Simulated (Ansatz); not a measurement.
# triplet Si2N2H8 at 6 levels

Wanted: a comparison of 6 runs (U-r2SCAN/6-31G*, UBLYP/6-31G*, UPBE0/6-31G*, USVWN5/6-31G*, UMP2/6-31G*, UCCSD(T)/6-31G*) of triplet Si2N2H8. 

The calculation is run with Ansatz 0.2.0.

41 further runs of the same task are left out: 41 set aside as unsound or not needed. Runs told in other sessions of the task aren't counted.

### 1 Starting point

Si2N2H8 has 12 atoms, charge 0, and is taken as a triplet. SMILES of the parent species: `N[SiH2][SiH2]N`. The coordinates come from a PBE0-D4/def2-TZVP relaxation. This is one conformer, not always the lowest. That shape belongs to the parent species and isn't relaxed for this state.

Bond lengths: N1–Si2 1.729 Å, Si2–Si3 2.351 Å, Si3–N4 1.729 Å, N1–H5 1.009 Å, N1–H6 1.008 Å, Si2–H7 1.497 Å, Si2–H8 1.490 Å, Si3–H9 1.497 Å, Si3–H10 1.490 Å, N4–H11 1.009 Å, N4–H12 1.008 Å. Some angles: N1–Si2–Si3 104.4°, Si2–Si3–N4 104.4°, N1–Si2–H7 115.8°, N1–Si2–H8 107.8°, Si3–Si2–H7 110.7°, Si3–Si2–H8 112.5°, Si2–N1–H5 117.6°, Si2–N1–H6 120.2°, Si2–Si3–H9 110.7°, Si2–Si3–H10 112.5°.

### 2 A single-point energy at U-r2SCAN/6-31G(d) (spherical functions) (run 1)

in.yaml

```yaml
basis:
  gaussian:
    orbitals: 6-31G_st_-spherical.json
crystal:
  periodic: [false, false, false]
  atoms:
    - symbol: "N"
      position_ang: [-1.097900, 1.361200, -0.600700]
    - symbol: Si
      position_ang: [0.237500, 1.274800, 0.494900]
    - symbol: Si
      position_ang: [0.906400, -0.977600, 0.422600]
    - symbol: N
      position_ang: [-0.305600, -1.754400, -0.535700]
    - symbol: H
      position_ang: [-1.011200, 0.880200, -1.483000]
    - symbol: H
      position_ang: [-1.608700, 2.223300, -0.711100]
    - symbol: H
      position_ang: [1.390800, 2.179400, 0.189700]
    - symbol: H
      position_ang: [-0.252100, 1.681300, 1.841800]
    - symbol: H
      position_ang: [1.090200, -1.519500, 1.806200]
    - symbol: H
      position_ang: [2.216100, -1.161900, -0.262900]
    - symbol: H
      position_ang: [-1.268400, -1.510600, -0.360100]
    - symbol: H
      position_ang: [-0.219800, -2.731700, -0.767700]
accuracy: high
hamiltonian:
  xc: {name: r2SCAN}
magnetization:
  spin_polarized: true
  initial_magnetization: 2
output: {orbitals: {seedname: orbitals}}
```

The basis set 6-31G* is read from a file made from the Basis Set Exchange's data (not shown).

Launch:

```bash
$ ansatz run in.yaml --threads 1 --pin off --max-ram 2610MiB --events-out events.jsonl --progress --plain --runs-dir runs
```

What it wrote:

```text
Warning: RAYON_NUM_THREADS=1 ignored (pool sized by the plan → 1); use --threads N
Functional definition: r2SCAN
  name "r2SCAN"
  parameter k0 = 0.174
  parameter k1 = 0.065
  parameter a1 = 4.9479
  exchange = r2scan_x(k0 = k0, k1 = k1, a1 = a1)
  correlation = r2scan_c
1921 factors; integrals over basis functions are off by at most 3.9e-9 eV
mean field evaluation 1: about -18844.6456 eV, gradient 5.4e1 eV
mean field evaluation 2: about -18798.0363 eV, gradient 1.0e2 eV
mean field evaluation 4: about -18855.1511 eV, gradient 1.5e1 eV
mean field evaluation 8: about -18856.8718 eV, gradient 4.2e-1 eV
mean field evaluation 16: about -18856.8550 eV, gradient 5.2e-3 eV
mean field evaluation 32: about -18856.8550 eV, gradient 3.9e-8 eV
mean field evaluation 64: about -18856.7721 eV, gradient 1.8e0 eV
mean field -18856.85501928 eV, -692.9766403231 hartree, gradient 9.1e-9 eV, S^2 2.005430; 6 other end points of the search recorded, 0 dependent functions left out
reference -18856.85502206 eV, -692.9766404255 hartree; 26, 24 occupied and 54, 56 virtual orbitals, 1921 factors
Total energy: -18856.85502206 eV, -692.9766404255 hartree
```

Wall time 74 s (1 thread of Intel Xeon 6975P-C (Granite Rapids), shared host); peak memory 0.51 GiB.

### 3 The energy at UBLYP/6-31G(d) (spherical functions) (run 2)

job.yaml

```yaml
crystal:
  periodic: [false, false, false]
  atoms:
    - {symbol: "N", position_ang: [-1.097900, 1.361200, -0.600700]}
    - {symbol: Si, position_ang: [0.237500, 1.274800, 0.494900]}
    - {symbol: Si, position_ang: [0.906400, -0.977600, 0.422600]}
    - {symbol: "N", position_ang: [-0.305600, -1.754400, -0.535700]}
    - {symbol: H, position_ang: [-1.011200, 0.880200, -1.483000]}
    - {symbol: H, position_ang: [-1.608700, 2.223300, -0.711100]}
    - {symbol: H, position_ang: [1.390800, 2.179400, 0.189700]}
    - {symbol: H, position_ang: [-0.252100, 1.681300, 1.841800]}
    - {symbol: H, position_ang: [1.090200, -1.519500, 1.806200]}
    - {symbol: H, position_ang: [2.216100, -1.161900, -0.262900]}
    - {symbol: H, position_ang: [-1.268400, -1.510600, -0.360100]}
    - {symbol: H, position_ang: [-0.219800, -2.731700, -0.767700]}
basis:
  gaussian:
    orbitals: 6-31G_st_-spherical.json
output:
  orbitals: {seedname: orbitals}
magnetization:
  spin_polarized: true
  initial_magnetization: 2
accuracy: high
hamiltonian:
  xc: {name: BLYP}
```

The basis set 6-31G* is read from a file made from the Basis Set Exchange's data (not shown).

Launch:

```bash
$ ansatz run job.yaml --threads 1 --pin off --max-ram 2610MiB --events-out events.jsonl --progress --plain --runs-dir runs
```

What it wrote:

```text
Warning: RAYON_NUM_THREADS=1 ignored (pool sized by the plan → 1); use --threads N
Functional definition: BLYP
  name "BLYP"
  parameter beta = 0.0042
  parameter a = 0.04918
  parameter b = 0.132
  parameter c = 0.2533
  parameter d = 0.349
  exchange = b88_x(beta = beta)
  correlation = lyp_c(a = a, b = b, c = c, d = d)
1921 factors; integrals over basis functions are off by at most 3.9e-9 eV
mean field evaluation 1: about -18841.7611 eV, gradient 6.3e1 eV
mean field evaluation 2: about -18754.7856 eV, gradient 1.3e2 eV
mean field evaluation 4: about -18854.7691 eV, gradient 2.2e1 eV
mean field evaluation 8: about -18858.4828 eV, gradient 5.7e-1 eV
mean field evaluation 16: about -18858.4725 eV, gradient 2.4e-2 eV
mean field evaluation 32: about -18858.0501 eV, gradient 4.6e0 eV
mean field evaluation 64: about -18858.4584 eV, gradient 9.9e-1 eV
mean field -18858.47248456 eV, -693.0360810757 hartree, gradient 7.3e-8 eV, S^2 2.002573; 6 other end points of the search recorded, 0 dependent functions left out
reference -18858.47254959 eV, -693.0360834656 hartree; 26, 24 occupied and 54, 56 virtual orbitals, 1921 factors
Total energy: -18858.47254959 eV, -693.0360834656 hartree
```

Wall time 18 s (1 thread of Intel Xeon 6975P-C (Granite Rapids), shared host); peak memory 0.32 GiB.

Runs 3 to 5 aren't shown in full; the table further down has their settings and results.

### 4 A single-point energy at UCCSD(T)/6-31G(d) (spherical functions) (run 6)

run.yaml

```yaml
crystal:
  periodic: [false, false, false]
  atoms:
    - symbol: "N"
      position_ang: [-1.097900, 1.361200, -0.600700]
    - symbol: Si
      position_ang: [0.237500, 1.274800, 0.494900]
    - symbol: Si
      position_ang: [0.906400, -0.977600, 0.422600]
    - symbol: "N"
      position_ang: [-0.305600, -1.754400, -0.535700]
    - symbol: H
      position_ang: [-1.011200, 0.880200, -1.483000]
    - symbol: H
      position_ang: [-1.608700, 2.223300, -0.711100]
    - symbol: H
      position_ang: [1.390800, 2.179400, 0.189700]
    - symbol: H
      position_ang: [-0.252100, 1.681300, 1.841800]
    - symbol: H
      position_ang: [1.090200, -1.519500, 1.806200]
    - symbol: H
      position_ang: [2.216100, -1.161900, -0.262900]
    - symbol: H
      position_ang: [-1.268400, -1.510600, -0.360100]
    - symbol: H
      position_ang: [-0.219800, -2.731700, -0.767700]
basis:
  gaussian: {orbitals: 6-31G_st_-spherical.json}
scf: {omitted_lower_state_checks: [cluster_reference, increment]}
correlation: {method: ccsd_t, frozen_orbitals: {H: 0, "N": 1, Si: 5}}
accuracy: high
magnetization: {spin_polarized: true, initial_magnetization: 2}
```

The basis set 6-31G* is read from a file made from the Basis Set Exchange's data (not shown).

Launch:

```bash
$ ansatz run run.yaml --threads 1 --pin off --max-ram 2610MiB --events-out events.jsonl --progress --plain --runs-dir runs
```

What it wrote:

```text
Warning: RAYON_NUM_THREADS=1 ignored (pool sized by the plan → 1); use --threads N
[... 16 lines left out ...]
12 core orbitals not correlated: weight in the atoms' cores, before any rotation towards them, 1.000 or more for the frozen orbitals, at most 0.000 for the correlated occupied ones
[... 42 lines left out ...]
Total energy: -18823.27447565 eV, -691.7425781063 hartree
Checks for a lower state left out: cluster_reference, increment
```

Wall time 40 s (1 thread of Intel Xeon 6975P-C (Granite Rapids), shared host); peak memory 0.71 GiB.

### 5 All runs side by side

```
run                                  level  frozen core orbitals  energy (Eh)  HOMO energy (eV)   ⟨S²⟩  wall time
  1  U-r2SCAN/6-31G* (spherical functions)                     –  -692.976640             -1.23  2.005       74 s
  2     UBLYP/6-31G* (spherical functions)                     –  -693.036083             -0.94  2.003       18 s
  3     UPBE0/6-31G* (spherical functions)                     –  -692.712271             -1.80  2.006       12 s
  4    USVWN5/6-31G* (spherical functions)                     –  -689.833960             -1.28  2.001      9.3 s
  5      UMP2/6-31G* (spherical functions)                    12  -691.664026                 –  2.013       11 s
  6  UCCSD(T)/6-31G* (spherical functions)                    12  -691.742578                 –  2.013       40 s
```

### 6 What came out

| quantity | value |
| --- | --- |
| run 6: total energy | -691.74258 Eh |
| run 6: correlation energy (12 core orbitals frozen) | -543.1 mEh |
| run 6: (T) correction | -14.82 mEh |
| run 6: ⟨S²⟩ of the reference determinant | 2.013 |
| run 6: T1 diagnostic | 0.046 |

Totals of different functionals can't be ranked against each other. All runs together took 2.7 min, the longest 74 s.
